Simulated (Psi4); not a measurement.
# [ICl2]− (SMILES Cl[I-]Cl) at B3LYP/def2-TZVP (core potential, sweep point 5)

We compute a geometry optimisation of [ICl2]−. 

The results are computed with Psi4 1.11.

3 further runs of the same task are left out: 3 set aside as unsound or not needed.

## Step 1: Starting point

The species is [ICl2]− (3 atoms), meant as a singlet with charge -1. As SMILES, `Cl[I-]Cl`. The coordinates come from a GFN2-xTB relaxation. The run starts from this shape.

Bond lengths: I1–Cl2 2.602 Å, I1–Cl3 2.601 Å. Angles: Cl2–I1–Cl3 180.0°.

## Step 2: A geometry optimisation at B3LYP/def2-TZVP (core potential, sweep point 5)

The input, input.inp:

```
memory 1.6 GB

molecule geom {
  -1 1
  I     -0.00034015    -0.00018897    -0.00058582
  Cl    -0.03543236    -0.04499438     4.91572567
  Cl     0.03577252     0.04518335    -4.91513986
  units au
  symmetry c1
}

set {
  reference rks
  puream true
  scf_type pk
  dft_radial_points 75
  dft_spherical_points 302
  g_convergence gau_tight
  geom_maxiter 50
}

optimize("b3lyp/def2-TZVP")
```

The run is started by

```
psi4 -n 1 input.inp input.out
```

Q: Predict the results. Wanted: total energy at the end; HOMO energy; LUMO energy; HOMO–LUMO gap.

Computed results:

Level: B3LYP/def2-TZVP (core potential, sweep point 5).

| quantity | value |
| --- | --- |
| total energy at the end | -1218.39303 Eh |
| HOMO energy | -2.39 eV |
| LUMO energy | 1.90 eV |
| HOMO–LUMO gap (to an unbound level, set by the basis) | 4.29 eV |

In words: At the final geometry: Bond lengths: I1–Cl2 2.608 Å, I1–Cl3 2.608 Å. Angles: Cl2–I1–Cl3 180.0°. The optimisation took 4 steps and changed the energy by -0.000 eV.
